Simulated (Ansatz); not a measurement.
# CH6O3Si: molecular dynamics

Aim: follow the molecule's vibrations and see whether its bonds hold. The start is relaxed first. Runs: 40 steps of 4 fs under a Langevin thermostat at 1500 K. SMILES of the start: C[Si](O)(O)O.

All numbers below are computed with Ansatz 0.2.0 (RKS PBE/6-31G*).

1 further run of the same task is left out (it didn't finish).

**1. The system as given**

Bond lengths: Si1–C2 1.870 Å, C2–H3 1.110 Å, C2–H4 1.110 Å, C2–H5 1.110 Å, Si1–O6 1.680 Å, O6–H7 1.010 Å, Si1–O8 1.679 Å, O8–H9 1.010 Å, Si1–O10 1.679 Å, O10–H11 1.010 Å. Angles (14 of 15 angles, heavy atoms first): C2–Si1–O6 109.4°, C2–Si1–O8 109.5°, C2–Si1–O10 109.5°, O6–Si1–O8 109.5°, O6–Si1–O10 109.5°, O8–Si1–O10 109.5°, Si1–C2–H3 109.5°, Si1–C2–H4 109.5°, Si1–C2–H5 109.5°, Si1–O6–H7 109.5°, Si1–O8–H9 109.5°, Si1–O10–H11 109.5°, H3–C2–H4 109.4°, H3–C2–H5 109.4°.

Structure file:

```xyz
11

Si    0.0000    0.0000    0.0000
C     0.0000    0.0000    1.8700
H    -0.9996   -0.3092    2.2405
H     0.7676   -0.7111    2.2405
H     0.2320    1.0203    2.2405
O     1.5842    0.0000   -0.5594
H     1.9006   -0.9521   -0.6761
O    -0.7913    1.3709   -0.5594
H    -1.7491    1.1401   -0.7818
O    -0.7913   -1.3709   -0.5594
H    -1.2459   -1.8365    0.2129
```

**2. Preparing the start**

File input.yaml:

```yaml
crystal:
  periodic: [false, false, false]
  atoms:
    - { symbol: Si, position_ang: [0.0, 0.0, 0.0] }
    - { symbol: C, position_ang: [0.0, 0.0, 1.87] }
    - { symbol: H, position_ang: [-0.9996, -0.3092, 2.2405] }
    - { symbol: H, position_ang: [0.7676, -0.7111, 2.2405] }
    - { symbol: H, position_ang: [0.232, 1.0203, 2.2405] }
    - { symbol: O, position_ang: [1.5842, 0.0, -0.5594] }
    - { symbol: H, position_ang: [1.9006, -0.9521, -0.6761] }
    - { symbol: O, position_ang: [-0.7913, 1.3709, -0.5594] }
    - { symbol: H, position_ang: [-1.7491, 1.1401, -0.7818] }
    - { symbol: O, position_ang: [-0.7913, -1.3709, -0.5594] }
    - { symbol: H, position_ang: [-1.2459, -1.8365, 0.2129] }
basis:
  gaussian: { orbitals: "6-31G*" }
hamiltonian:
  xc: pbe
relax:
  f_tol: 0.02
  max_steps: 40
```

The run is started by

```sh
> ansatz run input.yaml --threads 2 --pin off --max-ram 3072MiB --backend cpu --events-out ev --progress --plain --runs-dir out
```

Further steps of the session: The run.

Before running it: what results should come out? Wanted: relaxation of the start; temperature, first and last step; temperature, second half; potential energy, second half; bonds formed or broken.

The runs gave:

| quantity | value |
| --- | --- |
| relaxation of the start | 9 moves, 0.302 eV lower |
| length | 40 steps of 4 fs |
| temperature, first and last step | 1364 and 27912312 K |
| temperature, second half | mean 42919556 K, from 27912312 to 62197969 K |
| potential energy, second half | +5010 meV/atom from the start |
| bonds formed or broken | 10 |

**Reading.** The run blows up, reaching 110674693 K, so it describes no real motion. A run of 160 fs with 11 atoms shows the motion but fixes no equilibrium value. The nuclei move classically, without zero-point motion, which matters most for hydrogen.
